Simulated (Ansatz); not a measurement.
# MnI3 (ReO3 type): how the settings move a single-point run

How sensitive is a single-point run of MnI3 (ReO3 type) to its settings? A reference run comes first, then five runs with altered input.

Computed with Ansatz 0.2.0 (reference: DFT PBE+U, scalar-relativistic, plane waves, PAW, unless a step's input says otherwise).

2 further runs of the same task are left out: 2 that didn't finish. Runs told in other sessions of the task aren't counted.

## 1. The structure to begin with

The structure is cubic, space group Pm-3m (No. 221). Conventional cell: a = 5.749 Å, b = 5.749 Å, c = 5.749 Å, α = 90.00°, β = 90.00°, γ = 90.00°. Mn (site symmetry m-3m) is surrounded by 6 I at 2.87 Å. I (site symmetry 4/mmm) is surrounded by 2 Mn at 2.87 Å.

Structure file:

```cif
data_structure
_symmetry_space_group_name_H-M 'Pm-3m'
_symmetry_Int_Tables_number 221
_cell_length_a 5.7493
_cell_length_b 5.7493
_cell_length_c 5.7493
_cell_angle_alpha 90.000
_cell_angle_beta 90.000
_cell_angle_gamma 90.000
_cell_volume 190.04
loop_
_atom_site_label
_atom_site_type_symbol
_atom_site_symmetry_multiplicity
_atom_site_Wyckoff_symbol
_atom_site_fract_x
_atom_site_fract_y
_atom_site_fract_z
_atom_site_occupancy
Mn1 Mn 1 a 0.00000 0.00000 0.00000 1
I1 I 3 d 0.50000 0.00000 0.00000 1
```

## 2. Baseline

Contents of input.yaml:

```yaml
crystal:
  lattice:
    - [5.7493017988, 0.0, 0.0]
    - [0.0, 5.7493017988, 0.0]
    - [0.0, 0.0, 5.7493017988]
  atoms:
    - { symbol: Mn, position: [0.0, 0.0, 0.0], spin: 5.04 }
    - { symbol: I, position: [0.5, 0.0, 0.0] }
    - { symbol: I, position: [0.0, 0.0, 0.5] }
    - { symbol: I, position: [0.0, 0.5, 0.0] }
basis:
  ecutwfc: 420
  ecutrho_ratio: 4
kpoints:
  mp_grid: { grid: [6, 6, 6] }
  band_path:
    path:
      - [[0.0, 0.0, 0.0], [0.0, 0.5, 0.0], [0.5, 0.5, 0.0], [0.0, 0.0, 0.0], [0.5, 0.5, 0.5], [0.0, 0.5, 0.0]]
      - [[0.5, 0.5, 0.5], [0.5, 0.5, 0.0]]
    npoints: 14
hamiltonian:
  xc: pbe
  hubbard: { sites: [{ species: Mn, l: d, u_eff: 3.9 }] }
scf:
  occupations: { method: gaussian, width: 0.05 }
  lower_state_search: "off"
  n_extra_bands: 19
output:
  forces: true
  stress: true
  eigenvalues: true
  populations: true
  hubbard: { sites: [{ species: Mn, l: d }] }
  dos: { projected: true, de: 0.02, nscf_kmesh: { grid: [9, 9, 9] } }
  bader: true
  write_density: true
  write_potential: true
  elf: true
  volumetric_format: npy
magnetization:
  spin_polarized: true
checkpoint:
  read: start.run
  write: ck
  compress: false
  write_wavefunctions: false
  write_every: 100000
```

Launch:

```bash
> ansatz run input.yaml --threads 2 --pin off --max-ram 2662MiB --backend cpu --events-out ev --progress --plain --runs-dir out
```

## 3. Changing settings: xc lda, preconditioner kerker, lower_state_search left out

Contents of input.yaml:

```yaml
crystal:
  lattice:
    - [5.7493017988, 0.0, 0.0]
    - [0.0, 5.7493017988, 0.0]
    - [0.0, 0.0, 5.7493017988]
  atoms:
    - { symbol: Mn, position: [0.0, 0.0, 0.0], spin: 4.0 }
    - { symbol: I, position: [0.5, 0.0, 0.0] }
    - { symbol: I, position: [0.0, 0.0, 0.5] }
    - { symbol: I, position: [0.0, 0.5, 0.0] }
basis:
  ecutwfc: 420
  ecutrho_ratio: 4
kpoints:
  mp_grid: { grid: [6, 6, 6] }
hamiltonian:
  xc: lda
  hubbard: { sites: [{ species: Mn, l: d, u_eff: 3.9 }] }
scf:
  occupations: { method: gaussian, width: 0.05 }
  mixing: { preconditioner: kerker }
output:
  forces: true
  stress: true
magnetization:
  spin_polarized: true
```

## 4. Variant: xc pbesol, scf.algorithm density_mixing, lower_state_search left out

Contents of input.yaml:

```yaml
crystal:
  lattice:
    - [5.7493017988, 0.0, 0.0]
    - [0.0, 5.7493017988, 0.0]
    - [0.0, 0.0, 5.7493017988]
  atoms:
    - { symbol: Mn, position: [0.0, 0.0, 0.0], spin: 4.0 }
    - { symbol: I, position: [0.5, 0.0, 0.0] }
    - { symbol: I, position: [0.0, 0.0, 0.5] }
    - { symbol: I, position: [0.0, 0.5, 0.0] }
basis:
  ecutwfc: 420
  ecutrho_ratio: 4
kpoints:
  mp_grid: { grid: [6, 6, 6] }
hamiltonian:
  xc: pbesol
  hubbard: { sites: [{ species: Mn, l: d, u_eff: 3.9 }] }
scf:
  occupations: { method: gaussian, width: 0.05 }
  algorithm: density_mixing
output:
  forces: true
  stress: true
  write_density: true
  write_potential: true
  elf: true
  volumetric_format: npy
magnetization:
  spin_polarized: true
```

## 5. Changed: mp_grid.grid [8, 8, 8], xc pbesol, lower_state_search left out

Contents of input.yaml:

```yaml
crystal:
  lattice:
    - [5.7493017988, 0.0, 0.0]
    - [0.0, 5.7493017988, 0.0]
    - [0.0, 0.0, 5.7493017988]
  atoms:
    - { symbol: Mn, position: [0.0, 0.0, 0.0], spin: 4.0 }
    - { symbol: I, position: [0.5, 0.0, 0.0] }
    - { symbol: I, position: [0.0, 0.0, 0.5] }
    - { symbol: I, position: [0.0, 0.5, 0.0] }
basis:
  ecutwfc: 420
  ecutrho_ratio: 4
kpoints:
  mp_grid: { grid: [8, 8, 8] }
hamiltonian:
  xc: pbesol
  hubbard: { sites: [{ species: Mn, l: d, u_eff: 3.9 }] }
scf:
  occupations: { method: gaussian, width: 0.05 }
output:
  forces: true
  stress: true
  write_density: true
  write_potential: true
  elf: true
  volumetric_format: npy
magnetization:
  spin_polarized: true
```

## 6. Changing settings: ecutwfc 350 eV, scf.algorithm density_mixing, lower_state_search left out

Contents of input.yaml:

```yaml
crystal:
  lattice:
    - [5.7493017988, 0.0, 0.0]
    - [0.0, 5.7493017988, 0.0]
    - [0.0, 0.0, 5.7493017988]
  atoms:
    - { symbol: Mn, position: [0.0, 0.0, 0.0], spin: 4.0 }
    - { symbol: I, position: [0.5, 0.0, 0.0] }
    - { symbol: I, position: [0.0, 0.0, 0.5] }
    - { symbol: I, position: [0.0, 0.5, 0.0] }
basis:
  ecutwfc: "350 eV"
  ecutrho_ratio: 4
kpoints:
  mp_grid: { grid: [6, 6, 6] }
hamiltonian:
  xc: pbe
  hubbard: { sites: [{ species: Mn, l: d, u_eff: 3.9 }] }
scf:
  occupations: { method: gaussian, width: 0.05 }
  algorithm: density_mixing
output:
  forces: true
  stress: true
  write_density: true
  write_potential: true
  elf: true
  volumetric_format: npy
magnetization:
  spin_polarized: true
```

## 7. Variant: chi_scale 0.3, lower_state_search left out

Contents of input.yaml:

```yaml
crystal:
  lattice:
    - [5.7493017988, 0.0, 0.0]
    - [0.0, 5.7493017988, 0.0]
    - [0.0, 0.0, 5.7493017988]
  atoms:
    - { symbol: Mn, position: [0.0, 0.0, 0.0], spin: 4.0 }
    - { symbol: I, position: [0.5, 0.0, 0.0] }
    - { symbol: I, position: [0.0, 0.0, 0.5] }
    - { symbol: I, position: [0.0, 0.5, 0.0] }
basis:
  ecutwfc: 420
  ecutrho_ratio: 4
kpoints:
  mp_grid: { grid: [6, 6, 6] }
hamiltonian:
  xc: pbe
  hubbard: { sites: [{ species: Mn, l: d, u_eff: 3.9 }] }
scf:
  occupations: { method: gaussian, width: 0.05 }
  initial_density: { chi_scale: 0.3 }
output:
  forces: true
  stress: true
magnetization:
  spin_polarized: true
```

**Question.** What will these runs give? Wanted: for each run, ending; energy change; pressure; gap; abs. moment; force.

As calculated:

```tsv
run	ending	energy change	pressure (GPa)	gap (eV)	abs. moment (μB)	force (eV/Å)	cycles	time
reference	converged	0	0.0	0.00	5.39	0.00	-	55 s
1: xc lda, preconditioner kerker, lower_state_search left out	converged	not comparable	-2.2	0.00	5.18	0.00	15	17 s
2: xc pbesol, scf.algorithm density_mixing, lower_state_search left out	converged	not comparable	-1.2	0.00	5.37	0.00	13	18 s
3: mp_grid.grid [8, 8, 8], xc pbesol, lower_state_search left out	converged	not comparable	-1.3	0.00	5.03	0.00	13	30 s
4: ecutwfc 350 eV, scf.algorithm density_mixing, lower_state_search left out	converged	+3.9 meV/atom	0.0	0.00	5.39	0.00	14	15 s
5: chi_scale 0.3, lower_state_search left out	converged	0.0 meV/atom	0.0	0.00	5.39	0.00	15	19 s
```

Times don't compare one to one where runs were asked for different outputs or read a saved state (see the inputs); cycles may leave out searches for a lower state.

Residual by cycle in the longest SCF loop of each run; runs are numbered as in the table. The quantity is the density residual dr2, in eV.

```tsv
cycle	reference	run 1	run 2	run 3	run 4	run 5
1	4.6e-9	183	172	173	178	402
2	5.4e-10	32.6	29.6	29.8	30.5	9.41
4	-	0.0823	0.131	0.0905	0.167	0.122
5	-	0.0136	0.0852	0.0497	0.0919	0.0228
6	-	0.00986	0.0245	0.0216	0.0271	0.872
7	-	0.00264	0.00213	0.00241	0.00182	0.0125
9	-	3.5e-4	4.4e-4	1.7e-4	0.0023	4.6e-4
10	-	1.5e-4	5.9e-4	4.4e-5	6.9e-4	7.9e-5
11	-	2.8e-5	1.1e-5	2.0e-6	1.2e-4	3.5e-5
12	-	3.3e-6	1.4e-6	2.3e-7	9.0e-6	1.4e-6
14	-	2.8e-8	-	-	6.1e-9	1.9e-8
15	-	2.0e-9	-	-	-	1.0e-9
```

What this shows: Of the converged runs whose energies compare with the reference's, «ecutwfc 350 eV, scf.algorithm density_mixing, lower_state_search left out» moves the energy most (+3.9 meV/atom; its mixing changes the path alone) and «chi_scale 0.3, lower_state_search left out» least (0.0 meV/atom). Run 4 ran under the cutoff that the potentials recommend, as the log warns, so basis error is mixed into its values.
